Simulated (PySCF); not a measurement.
# C₆H₁₅N: magnetic properties

Aim: compute the magnetic properties of C₆H₁₅N (`CC(C)CCCN`).

Computed with PySCF 2.14.0 and routines of our own; the level stands in each step. Atoms count from 0.

## (1) The starting structure

22 atoms, charge 0, multiplicity 1; geometry from: GFN2-xTB.

## (2) Magnetic properties: GIAO B97-2/pcSseg-1

Job settings and geometry (Å):

```
{"job": {"kind": "mag", "xc": "B97-2", "basis": "pcSseg-1", "isotopologues": 2}, "charge": 0, "multiplicity": 1}
C     -2.175898     1.082464    -1.090841
C     -1.427708    -0.045784    -0.382333
C     -1.934447    -0.177916     1.051858
C      0.079569     0.222352    -0.436389
C      0.934939    -0.948977     0.039827
C      2.425667    -0.662052    -0.133175
N      2.814834     0.497633     0.654049
H     -3.247754     0.896695    -1.083833
H     -1.850370     1.171414    -2.124895
H     -1.988093     2.029992    -0.590134
H     -1.631926    -0.984214    -0.911739
H     -1.469508    -1.019756     1.557630
H     -3.011330    -0.333761     1.058721
H     -1.716175     0.727775     1.613743
H      0.354901     0.448372    -1.469151
H      0.318978     1.099673     0.165607
H      0.739714    -1.151181     1.094533
H      0.681636    -1.847719    -0.527409
H      2.996113    -1.571453     0.127946
H      2.633730    -0.428266    -1.181240
H      3.800306     0.698516     0.524652
H      2.662410     0.315578     1.640938
```

Level: GIAO B97-2/pcSseg-1 magnetisability, rotational g tensor and spin-rotation constants, non-relativistic, gas phase.

Run with:

```sh
$ OMP_NUM_THREADS=1 python excited_run.py task.json out
```

This one command runs all jobs of the session in turn.

The log of the run:

```text
coarse grid: 16880 points
cycle   1  E = -292.1767301662  dE =  4.438e-01  |g| = 5.290e-01  |ddm| = 3.872e+00
cycle   2  E = -292.1486689839  dE =  2.806e-02  |g| = 6.427e-01  |ddm| = 1.076e+00
cycle   3  E = -292.2508488936  dE = -1.022e-01  |g| = 4.448e-02  |ddm| = 6.040e-01
cycle   4  E = -292.2511671386  dE = -3.182e-04  |g| = 2.180e-02  |ddm| = 5.153e-02
cycle   5  E = -292.2512682112  dE = -1.011e-04  |g| = 4.470e-03  |ddm| = 1.881e-02
cycle   6  E = -292.2512723308  dE = -4.120e-06  |g| = 9.917e-04  |ddm| = 4.237e-03
final grid: 158824 points
cycle   7  E = -292.2818324023  dE = -9.342e-05  |g| = 3.057e-03  |ddm| = 3.542e-02
cycle   8  E = -292.2818318953  dE =  5.069e-07  |g| = 3.418e-03  |ddm| = 6.172e-03
cycle   9  E = -292.2818348222  dE = -2.927e-06  |g| = 2.684e-04  |ddm| = 3.160e-03
cycle  10  E = -292.2818348332  dE = -1.095e-08  |g| = 1.669e-04  |ddm| = 4.084e-04
cycle  11  E = -292.2818348393  dE = -6.148e-09  |g| = 2.866e-05  |ddm| = 1.499e-04
cycle  12  E = -292.2818348395  dE = -1.781e-10  |g| = 5.199e-06  |ddm| = 3.124e-05
converged SCF energy = -292.2818348395

Magnetisability tensor (1e-30 J/T^2)
    -1377.90        2.77      -15.40
        2.77    -1425.54      -19.54
      -15.40      -19.54    -1408.55
isotropic -1404.00   principal values   -1439.01  -1403.51  -1369.47
isotropic susceptibility -84.551 1e-6 cm^3/mol

Inertial axes            a          b          c
rot. const./GHz      4.9672     1.1487     1.0904
chi total           -83.273    -83.742    -86.637
chi diamagnetic    -378.442  -1205.416  -1269.648
chi paramagnetic    295.169   1121.674   1183.012
quadrupole/D A        5.230     -2.491     -2.739
g nuclear            0.6857     0.6073     0.6095
g electronic        -0.6888    -0.6053    -0.6060
g total             -0.0030     0.0020     0.0035

Spin-rotation constants (kHz, H = +C I.J)
atom  isotope        aa         bb         cc
  6    14N        0.235      0.047      0.048
  7     1H        0.073     -0.114     -0.120
  8     1H       -0.520     -0.010     -0.088
  9     1H       -0.569     -0.127      0.028
 10     1H       -0.508     -0.128      0.028
 11     1H       -0.306     -0.038     -0.104
 12     1H        0.091     -0.118     -0.123
 13     1H       -0.576     -0.130      0.023
 14     1H       -0.524      0.014     -0.107
 15     1H       -0.515     -0.126      0.042
 16     1H       -0.536      0.010     -0.098
 17     1H       -0.511     -0.131      0.026
 18     1H       -0.172     -0.049     -0.079
 19     1H       -0.486      0.032     -0.107
 20     1H       -0.017     -0.115     -0.130
 21     1H       -0.631     -0.020     -0.102
  0    13C*       0.742      0.164      0.192
  1    13C*       0.810      0.207      0.171
  3    13C*       0.818      0.195      0.220
  4    13C*       0.804      0.210      0.177
  5    13C*       0.947      0.228      0.189
* in the singly substituted isotopologue

Isotopologues: g along a, b, c
2H    at 7,8,9,10,11,12    -0.0022     0.0016     0.0029
13C   at 0                 -0.0030     0.0020     0.0034
```

It took 62 s on 1 thread of Arm Neoverse N1, shared host; peak memory 0.95 GiB.

From this job:

```tsv
quantity	value
magnetisability	-1404·10⁻³⁰ J/T²
molar susceptibility	-84.6·10⁻⁶ cm³/mol
rotational g (a, b, c)	-0.0030, 0.0020, 0.0035
```

## (3) Magnetic properties: GIAO mPW1PW91/6-31G in methanol

The job, as its differences from that of step 2:

```diff
@@ -1,2 +1,2 @@
-{"job": {"kind": "mag", "xc": "B97-2", "basis": "pcSseg-1", "isotopologues": 2}, "charge": 0, "multiplicity": 1}
+{"job": {"kind": "mag", "xc": "mPW1PW91", "basis": "6-31G", "solvent": "methanol"}, "charge": 0, "multiplicity": 1}
 C     -2.175898     1.082464    -1.090841
```

With the program's defaults for keys left out, this is: GIAO mPW1PW91/6-31G magnetisability, non-relativistic, IEF-PCM methanol.

The log of the run:

```text
coarse grid: 16880 points
cycle   1  E = -292.2798790096  dE =  5.529e-01  |g| = 5.001e-01  |ddm| = 3.833e+00
cycle   2  E = -292.2719964186  dE =  7.883e-03  |g| = 5.408e-01  |ddm| = 1.072e+00
cycle   3  E = -292.3463300817  dE = -7.433e-02  |g| = 3.183e-02  |ddm| = 5.503e-01
cycle   4  E = -292.3464598702  dE = -1.298e-04  |g| = 2.067e-02  |ddm| = 4.318e-02
cycle   5  E = -292.3465591626  dE = -9.929e-05  |g| = 8.868e-04  |ddm| = 1.831e-02
cycle   6  E = -292.3465593058  dE = -1.432e-07  |g| = 6.192e-04  |ddm| = 2.066e-03
final grid: 158824 points
cycle   7  E = -292.2849078429  dE = -3.243e-05  |g| = 8.076e-03  |ddm| = 2.703e-02
cycle   8  E = -292.2849056637  dE =  2.179e-06  |g| = 8.647e-03  |ddm| = 1.737e-02
cycle   9  E = -292.2849254140  dE = -1.975e-05  |g| = 3.400e-04  |ddm| = 8.955e-03
cycle  10  E = -292.2849254360  dE = -2.191e-08  |g| = 1.539e-04  |ddm| = 4.194e-04
cycle  11  E = -292.2849254413  dE = -5.386e-09  |g| = 1.430e-05  |ddm| = 1.502e-04
cycle  12  E = -292.2849254414  dE = -4.184e-11  |g| = 8.405e-06  |ddm| = 2.998e-05
converged SCF energy = -292.2849254414

Magnetisability tensor (1e-30 J/T^2)
    -1415.10        2.08      -12.99
        2.08    -1454.26      -17.92
      -12.99      -17.92    -1441.22
isotropic -1436.86   principal values   -1467.49  -1435.27  -1407.82
isotropic susceptibility -86.530 1e-6 cm^3/mol

Inertial axes            a          b          c
rot. const./GHz      4.9672     1.1487     1.0904
chi total           -85.459    -85.776    -88.354
chi diamagnetic    -377.225  -1202.065  -1266.052
chi paramagnetic    291.766   1116.290   1177.698
quadrupole/D A        7.785     -3.560     -4.225
```

Run time: 28 s. Hardware: 1 thread of Arm Neoverse N1, shared host; peak memory 0.65 GiB.

In short:

```tsv
quantity	value
magnetisability	-1437·10⁻³⁰ J/T²
molar susceptibility	-86.5·10⁻⁶ cm³/mol
```

## (4) Summary of results

```
                                            quantity                    value
       magnetisability (step 2, GIAO B97-2/pcSseg-1)         -1404·10⁻³⁰ J/T²
  molar susceptibility (step 2, GIAO B97-2/pcSseg-1)       -84.6·10⁻⁶ cm³/mol
rotational g (a, b, c) (step 2, GIAO B97-2/pcSseg-1)  -0.0030, 0.0020, 0.0035
```

The values above hold for this geometry and these levels alone. Vibrational averaging and real surroundings are missing from these values.
